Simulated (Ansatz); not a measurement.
# F2H4O3W: the cost of one run

All numbers below are computed with Ansatz 0.2.0 (RKS PBE-D4/def2-SVP).

## Step 1: The starting structure

Bond lengths: W1–F2 1.850 Å, W1–F3 1.850 Å, W1–O4 1.940 Å, O4–H5 1.010 Å, W1–O6 1.940 Å, O6–H7 1.010 Å, W1–O8 1.940 Å, O8–H9 1.010 Å, W1–H10 1.720 Å. Angles (14 of 18 angles, heavy atoms first): F2–W1–F3 90.0°, F2–W1–O4 90.0°, F2–W1–O6 90.0°, F2–W1–O8 90.0°, F3–W1–O4 90.0°, F3–W1–O6 180.0°, F3–W1–O8 90.0°, O4–W1–O6 90.0°, O4–W1–O8 180.0°, O6–W1–O8 90.0°, F2–W1–H10 180.0°, F3–W1–H10 90.0°, O4–W1–H10 90.0°, O6–W1–H10 90.0°.

As a file:

```xyz
10

W     0.0000    0.0000    0.0000
F     0.0000    0.0000    1.8500
F     1.8500    0.0000    0.0000
O     0.0000    1.9400    0.0000
H    -0.6343    2.2771   -0.7100
O    -1.9400    0.0000    0.0000
H    -2.2771   -0.1263    0.9437
O     0.0000   -1.9400    0.0000
H     0.3816   -2.2771    0.8723
H     0.0000    0.0000   -1.7200
```

## Step 2: Relaxing the start

Contents of input.yaml:

```yaml
crystal:
  periodic: [false, false, false]
  atoms:
    - { symbol: W, position_ang: [0.0, 0.0, 0.0] }
    - { symbol: F, position_ang: [0.0, 0.0, 1.85] }
    - { symbol: F, position_ang: [1.85, 0.0, 0.0] }
    - { symbol: O, position_ang: [0.0, 1.94, 0.0] }
    - { symbol: H, position_ang: [-0.6343, 2.2771, -0.71] }
    - { symbol: O, position_ang: [-1.94, 0.0, 0.0] }
    - { symbol: H, position_ang: [-2.2771, -0.1263, 0.9437] }
    - { symbol: O, position_ang: [0.0, -1.94, 0.0] }
    - { symbol: H, position_ang: [0.3816, -2.2771, 0.8723] }
    - { symbol: H, position_ang: [0.0, 0.0, -1.72] }
basis:
  gaussian: { orbitals: def2-SVP }
hamiltonian:
  xc: pbe
  dispersion: d4
relax:
  f_tol: 0.02
  max_steps: 40
```

The run is started by

```
> ansatz run input.yaml --threads 2 --pin off --max-ram 3072MiB --backend cpu --events-out ev --progress --plain --runs-dir out
```

Q: Estimate wall time and peak memory on 2 threads of Arm Neoverse V2, shared host.

About 92 s, with a peak of 0.17 GiB.
